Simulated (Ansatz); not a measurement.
Runs of Ansatz 0.2.0 on KFeAs2. Symmetry: I-4m2, No. 119, tetragonal system. The conventional cell has a = 3.961 Å, b = 3.961 Å, c = 12.766 Å, α = 90.00°, β = 90.00°, γ = 90.00°. As (site symmetry 2mm) is surrounded by 2 Fe at 2.23 Å. Fe (site symmetry -4m2) is surrounded by 4 As at 2.23 Å. K (site symmetry -4m2) has 8 As at 3.54 Å and 4 Fe at 3.76 Å and 4 K at 3.96 Å as nearest neighbours. The cell comes from a database or a generator and needn't be the stable form of this composition.

```csv
level,U,hubbard projectors,double counting,gap on the mesh (eV),pressure (GPa),moment (μB),largest force (eV/Å)
PBE+U,Fe d U = 4 eV,ortho-atomic (the default),fll (the default),none,(b),2.33,1.01
PBE,-,-,-,none,(a),0.61,0.07
PBE+U,Fe d U = 1 eV,ortho-atomic (the default),fll (the default),none,1.2,1.30,0.14
PBE+U,Fe d U = 2 eV,ortho-atomic (the default),fll (the default),none,3.6,2.10,0.46
PBE+U,Fe d U = 3 eV,ortho-atomic (the default),fll (the default),none,4.5,2.21,0.58
```

Alike in all rows: task band structure; potentials or basis Ansatz PAW; spin collinear, ferromagnetic start; cell as given; k mesh 9 × 9 × 9; cutoff (eV) 420; smearing fermi-dirac 0.05 eV.

Task: Estimate the missing entries.

Result: (a) 0.2; (b) 6.0.

Caveats: a cell with one magnetic atom can't hold antiferromagnetic order, which such compounds often take; the magnetic or orbital state may not be the lowest (some runs); the U is typed as a test and isn't derived for this compound (some runs); forces of over 1 eV/Å show positions far from the minimum, so gaps and moduli don't describe the material at rest (some runs).

A k mesh can miss the band edges, and the runs leave out spin-orbit coupling on As.

A gap of «none» marks a metal or a gap under the smearing width.
